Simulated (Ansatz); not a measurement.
# C2H8O3Si2: a ladder of functionals and wavefunction methods

One table from this session's results is given with a row withheld; the runs are named, their logs left out.

Method: functionals in def2-TZVPP, the program's frozen cores in correlated methods; program: Ansatz 0.2.0, Gaussian basis.

The runs, in order: PBE-D4, r2SCAN-D4, PBE0-D4, B3LYP-D4, ωB97X-V, ωB97M-V, B2PLYP; CCSD(T)/def2-TZVPP; MP2/def2-QZVPP; extrapolation to the limit.

## Structure used throughout

The geometry comes from an earlier relaxation with PBE0-D4 in a triple-zeta def2 set; it is a stationary point, not always the lowest conformer.

SMILES `C=C[SiH](O)[SiH](O)O`, 15 atoms, charge 0, spin multiplicity 1.

Atoms are counted from 1 here; the program's logs count them from 0.

Bond lengths: C1–C2 1.331 Å, C1–H8 1.087 Å, C1–H9 1.087 Å, C2–Si3 1.862 Å, C2–H10 1.091 Å, Si3–O4 1.662 Å, Si3–Si5 2.347 Å, Si3–H11 1.495 Å, O4–H12 0.958 Å, Si5–O6 1.651 Å, Si5–O7 1.644 Å, Si5–H13 1.496 Å, O6–H14 0.958 Å, O7–H15 0.959 Å. Angles: C2–C1–H8 121.9°, C2–C1–H9 122.1°, H8–C1–H9 116.1°, C1–C2–Si3 123.5°, C1–C2–H10 117.9°, Si3–C2–H10 118.6°, C2–Si3–O4 111.9°, C2–Si3–Si5 112.4°, C2–Si3–H11 108.5°, O4–Si3–Si5 103.5°, O4–Si3–H11 108.5°, Si5–Si3–H11 111.9°, Si3–O4–H12 117.6°, Si3–Si5–O6 112.3°, Si3–Si5–O7 106.8°, Si3–Si5–H13 111.5°, O6–Si5–O7 107.8°, O6–Si5–H13 107.5° and more.

The first run:

Input file in.yaml:

```yaml
crystal:
  periodic: [false, false, false]
  atoms:
    - {symbol: C, position_ang: [-0.893667, 2.244326, -0.050882]}
    - {symbol: C, position_ang: [-1.264321, 1.255204, -0.860960]}
    - {symbol: Si, position_ang: [-0.735846, -0.514831, -0.630934]}
    - {symbol: O, position_ang: [-0.256468, -1.208845, -2.063153]}
    - {symbol: Si, position_ang: [1.161675, -0.710872, 0.736807]}
    - {symbol: O, position_ang: [1.495636, -2.281249, 1.122243]}
    - {symbol: O, position_ang: [0.825326, 0.089018, 2.133403]}
    - {symbol: H, position_ang: [-0.237077, 2.074836, 0.798510]}
    - {symbol: H, position_ang: [-1.240171, 3.264840, -0.190582]}
    - {symbol: H, position_ang: [-1.930111, 1.497944, -1.690215]}
    - {symbol: H, position_ang: [-1.894524, -1.290446, -0.091181]}
    - {symbol: H, position_ang: [-0.940071, -1.541145, -2.645671]}
    - {symbol: H, position_ang: [2.376753, -0.143464, 0.072649]}
    - {symbol: H, position_ang: [2.062004, -2.765051, 0.519328]}
    - {symbol: H, position_ang: [1.470894, 0.029756, 2.840649]}
basis:
  gaussian: {orbitals: def2-TZVPP}
hamiltonian: {xc: pbe, dispersion: d4}
output: {forces: true, orbitals: {seedname: orbitals}}
```

Command:

```console
ansatz run in.yaml --threads 2 --pin off --events-out ev --progress --plain --max-ram 32768MiB --backend cuda --devices 0, --max-vram 18GiB
```

Among the steps run: PBE-D4 (GGA); r2SCAN-D4 (meta-GGA); PBE0-D4 (hybrid); B3LYP-D4 (hybrid); ωB97X-V (range-separated); ωB97M-V (range-separated); B2PLYP (double hybrid); CCSD(T) in def2-TZVPP; MP2 in def2-QZVPP.

One of the session's tables, all rows but one given; the rest of the session is left out.

It belongs to the step «Atomisation energies». 

```
            method  atomisation energy (kJ/mol)
            PBE-D4                            ?
         r2SCAN-D4                       5859.4
           PBE0-D4                       5817.3
          B3LYP-D4                       5836.3
           ωB97X-V                       5865.3
           ωB97M-V                       5865.0
            B2PLYP                       5783.2
     HF/def2-TZVPP                       4222.6
    MP2/def2-TZVPP                       5824.2
   CCSD/def2-TZVPP                       5614.3
CCSD(T)/def2-TZVPP                       5703.4
           MP2/CBS                       5997.7
       CCSD(T)/CBS                       5876.9
```

Q: Estimate the row for PBE-D4 from the others.

The run gave: atomisation energy (kJ/mol): 5932.9. In the column «atomisation energy (kJ/mol)» it lies between CCSD(T)/CBS (5876.9) and MP2/CBS (5997.7).

Caveats from the session: Free atoms (2 C, 2 Si, 3 O, 8 H) were run apart at each level; the atomisation energy is their sum less the molecule, without zero-point or spin-orbit terms.
